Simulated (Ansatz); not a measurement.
# CH4AlGaO: the cost of one run

Program: Ansatz 0.2.0, Gaussian basis. Level of theory: RKS PBE0-D4/def2-TZVP. These are calculated values, not measurements.

Levels to be run: relaxation at PBE0-D4/def2-TZVP; harmonic vibrations at the same level.

1 further run of the same task is left out (set aside as unsound or not needed).

## (1) The system as given

SMILES `[OH][Al]1[CH2][GaH]1`, 8 atoms, charge 0, spin multiplicity 1.

Atoms are counted from 1 here; the program's logs count them from 0.

Bond lengths: O1–Al2 1.649 Å, O1–H5 0.950 Å, Al2–C3 1.947 Å, Al2–Ga4 2.613 Å, C3–Ga4 2.425 Å, C3–H6 1.101 Å, C3–H7 1.113 Å, Ga4–H8 1.818 Å. Angles: Al2–O1–H5 179.2°, O1–Al2–C3 157.8°, O1–Al2–Ga4 140.0°, C3–Al2–Ga4 62.3°, Al2–C3–Ga4 72.5°, Al2–C3–H6 124.1°, Al2–C3–H7 101.3°, Ga4–C3–H6 145.8°, Ga4–C3–H7 100.1°, H6–C3–H7 104.5°, Al2–Ga4–C3 45.3°, Al2–Ga4–H8 166.3°, C3–Ga4–H8 122.8°.

The start is a GFN2-xTB geometry.

## (2) Geometry optimisation, PBE0-D4/def2-TZVP

in.yaml reads:

```yaml
crystal:
  periodic: [false, false, false]
  atoms:
    - {symbol: O, position_ang: [-1.364360, 1.599560, -1.442080]}
    - {symbol: Al, position_ang: [-0.417350, 0.596240, -0.538940]}
    - {symbol: C, position_ang: [1.161260, -0.003960, 0.429790]}
    - {symbol: Ga, position_ang: [-0.519010, -1.742180, 0.623370]}
    - {symbol: H, position_ang: [-1.912970, 2.184860, -1.951360]}
    - {symbol: H, position_ang: [2.195380, 0.234550, 0.134970]}
    - {symbol: H, position_ang: [1.024750, 0.508430, 1.408640]}
    - {symbol: H, position_ang: [-0.167710, -3.377510, 1.335610]}
basis:
  gaussian: {orbitals: def2-TZVP}
hamiltonian: {xc: pbe0, dispersion: d4}
relax: {f_tol: 0.005, max_steps: 150}
```

Command:

```console
$ ansatz run in.yaml --threads 2 --pin off --events-out ev --progress --plain --max-ram 4352MiB
```

What time and memory should one allow on 2 threads of Arm Neoverse V2, shared host?

About 2.1 min, with a peak of 0.44 GiB.
